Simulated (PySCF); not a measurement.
# F⁻ under other conditions

Aim: change spin, charge, geometry, field or solvent of F⁻, one at a time, and compare with the base run.

Method: method and basis as typed in the scripts; program: PySCF 2.14.0.

1 further run of the same task is left out (it didn't finish).

### 1 The atom

F⁻: 1 atom, charge -1, spin multiplicity 1.

### 2 The run that the others are compared with

The input, input.py:

```python
from pyscf import gto, scf, cc

mol = gto.M(
    atom='F 0 0 0',
    basis='6-311++g**',
    charge=-1,
    spin=0,
    verbose=3,
)
mf = scf.RHF(mol)
mf.kernel()
mycc = cc.CCSD(mf, frozen=1)
mycc.kernel()
e = mycc.eaccsd(nroots=8)[0]
print('roots (eV) =', (e*27.211386).round(3))
mf.dip_moment()
print('orbital energies (hartree):', mf.mo_energy[..., max(0, mol.nelec[1]-3):mol.nelec[0]+3].round(4))
```

Started as:

```
OMP_NUM_THREADS=1 python input.py
```

The log of this run is left out.

In short: E(SCF) = -99.445656 Eh, E(CCSD) − E(SCF) = -0.22853 Eh, attachment roots 14.175, 15.579, 15.579, 15.579, 24.086 eV.

Positive EA roots mean that the added electron is unbound.

### 3 Electric field 0.01 a.u.

Edit 1 changes electric field: none → 0.01 a.u.

The input, input.py:

```python
from pyscf import gto, scf, cc

mol = gto.M(
    atom='F 0 0 0',
    basis='6-311++g**',
    charge=-1,
    spin=0,
    verbose=3,
)
mf = scf.RHF(mol)
field = 0.01  # electric field along z, atomic units
h = mf.get_hcore() + field*mol.intor('int1e_r')[2]
mf.get_hcore = lambda *args: h
e_nuc = mol.energy_nuc() - field*mol.atom_charges() @ mol.atom_coords()[:, 2]
mf.energy_nuc = lambda *args: e_nuc
mf.kernel()
mycc = cc.CCSD(mf, frozen=1)
mycc.kernel()
e = mycc.eaccsd(nroots=8)[0]
print('roots (eV) =', (e*27.211386).round(3))
mf.dip_moment()
print('orbital energies (hartree):', mf.mo_energy[..., max(0, mol.nelec[1]-3):mol.nelec[0]+3].round(4))
```

Started as:

```
OMP_NUM_THREADS=1 python input.py
```

### 4 Quintet (UHF)

Edit 2 changes spin (2S): 0 → 4; SCF type: RHF → UHF.

The input, input.py:

```python
from pyscf import gto, scf, cc

mol = gto.M(
    atom='F 0 0 0',
    basis='6-311++g**',
    charge=-1,
    spin=4,
    verbose=3,
)
mf = scf.UHF(mol)
mf.kernel()
mycc = cc.CCSD(mf, frozen=1)
mycc.kernel()
e = mycc.eaccsd(nroots=8)[0]
print('roots (eV) =', (e*27.211386).round(3))
mf.dip_moment()
print('orbital energies (hartree):', [e[max(0, n-3):n+3].round(4) for e, n in zip(mf.mo_energy, mol.nelec)])
```

### 5 Charge +0 (doublet, UHF)

Edit 3 changes charge: -1 → 0; spin (2S): 0 → 1; SCF type: RHF → UHF.

The input, input.py:

```python
from pyscf import gto, scf, cc

mol = gto.M(
    atom='F 0 0 0',
    basis='6-311++g**',
    charge=0,
    spin=1,
    verbose=3,
)
mf = scf.UHF(mol)
mf.kernel()
mycc = cc.CCSD(mf, frozen=1)
mycc.kernel()
e = mycc.eaccsd(nroots=8)[0]
print('roots (eV) =', (e*27.211386).round(3))
mf.dip_moment()
print('orbital energies (hartree):', [e[max(0, n-3):n+3].round(4) for e, n in zip(mf.mo_energy, mol.nelec)])
```

### 6 Electric field 0.005 a.u.

Edit 4 changes electric field: none → 0.005 a.u.

Edit input.py of step 2 so:

```diff
@@ -10,2 +10,7 @@
 mf = scf.RHF(mol)
+field = 0.005  # electric field along z, atomic units
+h = mf.get_hcore() + field*mol.intor('int1e_r')[2]
+mf.get_hcore = lambda *args: h
+e_nuc = mol.energy_nuc() - field*mol.atom_charges() @ mol.atom_coords()[:, 2]
+mf.energy_nuc = lambda *args: e_nuc
 mf.kernel()
```

### 7 Charge +1 (UHF)

Edit 5 changes charge: -1 → 1; SCF type: RHF → UHF.

The input, input.py:

```python
from pyscf import gto, scf, cc

mol = gto.M(
    atom='F 0 0 0',
    basis='6-311++g**',
    charge=1,
    spin=0,
    verbose=3,
)
mf = scf.UHF(mol)
mf.kernel()
mycc = cc.CCSD(mf, frozen=1)
mycc.kernel()
e = mycc.eaccsd(nroots=8)[0]
print('roots (eV) =', (e*27.211386).round(3))
mf.dip_moment()
print('orbital energies (hartree):', [e[max(0, n-3):n+3].round(4) for e, n in zip(mf.mo_energy, mol.nelec)])
```

### 8 PCM, ε = 4.71

Edit 6 changes solvent: none (gas phase) → PCM, ε = 4.71; step after the SCF: eomea → analyze.

The input, input.py:

```python
from pyscf import gto, scf, solvent

mol = gto.M(
    atom='F 0 0 0',
    basis='6-311++g**',
    charge=-1,
    spin=0,
    verbose=3,
)
mf = scf.RHF(mol)
mf = solvent.PCM(mf)
mf.with_solvent.eps = 4.71
mf.kernel()
mf.analyze()
print('orbital energies (hartree):', mf.mo_energy[..., max(0, mol.nelec[1]-3):mol.nelec[0]+3].round(4))
```

Q: Predict the outcome of this session. Wanted: for each run, E(SCF); from base; gap, α spin; after the SCF.

As calculated:

```csv
run,E(SCF) (hartree),from base (eV),"gap, α spin (eV)",after the SCF
base,-99.445656,0,19.47,"CCSD correlation -6.219 eV, core frozen, first root 14.18 eV"
electric field 0.01 a.u.,-99.445832,not comparable,19.29,"CCSD correlation -6.220 eV, core frozen, first root 14.04 eV"
quintet (UHF),-98.731580,+19.4310,5.68,"CCSD correlation -3.630 eV, core frozen, first root 0.06 eV"
"charge +0 (doublet, UHF)",-99.399893,+1.2453,26.23,"CCSD correlation -4.616 eV, core frozen, first root -2.95 eV"
electric field 0.005 a.u.,-99.445700,not comparable,19.42,"CCSD correlation -6.219 eV, core frozen, first root 14.14 eV"
charge +1 (UHF),-98.661539,+21.3369,19.85,"CCSD correlation -4.694 eV, core frozen, first root -20.11 eV"
"PCM, ε = 4.71",-99.559996,-3.1114,19.83,n/a
```

In words: Of the runs whose energies can be compared, “quintet (UHF)” moves the SCF energy most (+19.431 eV). The quintet solution found lies 19.43 eV above the base singlet at this geometry and level. At the SCF level, going to the doublet with one electron fewer costs 1.25 eV at fixed geometry, against 4.83 eV for the negative of the highest filled level. A continuum solvent with ε = 4.71 lowers the energy by 3.111 eV, a large gain because the system is charged.
